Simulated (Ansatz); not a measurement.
# CH5AsO, SMILES OC[AsH2]: a rigid scan of one bond angle

With Ansatz's Python interface.

Interactive session:
```pycon
>>> import ansatz as az
>>> from ase import Atoms
>>> BASIS_SET = "def2-SVP"
>>> FUNCTIONAL = "r2SCAN"
>>> FMAX = 0.02
>>> atoms = Atoms(["O", "C", "As", "H", "H", "H", "H", "H"], positions=[
...     (-1.3681, 0.6575, -0.4441),
...     (-0.1466, 0.6352, 0.1182),
...     (0.9254, -0.6969, -0.8399),
...     (-1.7927, -0.141, -0.2307),
...     (-0.2132, 0.3689, 1.1801),
...     (0.3453, 1.6459, 0.0271),
...     (0.2388, -1.8885, -0.138),
...     (2.1032, -0.6383, 0.2716),
... ])
>>> # start the scan from a relaxed geometry
>>> first = (
...     az.Crystal.molecule_from_ase(atoms).calculation()
...     .basis(gaussian=BASIS_SET)  # the orbital basis, by name
...     .functional(FUNCTIONAL)
...     .relax(force_tolerance=FMAX, max_steps=80)
... )
>>> atoms.positions = first.run(threads=1, backend="cpu").report["positions_ang"]
>>> rows = []
>>> for angle in [85, 95, 105, 115, 125, 140, 160]:
...     bent = atoms.copy()
...     bent.set_angle(1, 0, 3, angle, indices=[3])
...     calc = (
...         az.Crystal.molecule_from_ase(bent).calculation()
...         .basis(gaussian=BASIS_SET)
...         .functional(FUNCTIONAL)
...     )
...     rows.append((angle, calc.run(threads=1, backend="cpu").report["free_energy_ev"]))
...
>>> floor = min(e for _, e in rows)
>>> for angle, e in rows:
...     print(f"angle C1-O0-H3 = {angle:3d} deg   {1000 * (e - floor):9.1f} meV")
...
angle C1-O0-H3 =  85 deg       451.0 meV
angle C1-O0-H3 =  95 deg       130.2 meV
angle C1-O0-H3 = 105 deg         0.0 meV
angle C1-O0-H3 = 115 deg        30.8 meV
angle C1-O0-H3 = 125 deg       188.2 meV
angle C1-O0-H3 = 140 deg       576.1 meV
angle C1-O0-H3 = 160 deg      1135.0 meV
```

The scan is rigid, and the energies are electronic, in a modest basis. The zero is the lowest point of the grid, which needn't be the minimum. Finished in 61 s on 1 thread of Arm Neoverse V2, on a shared host, peak memory 0.21 GiB.
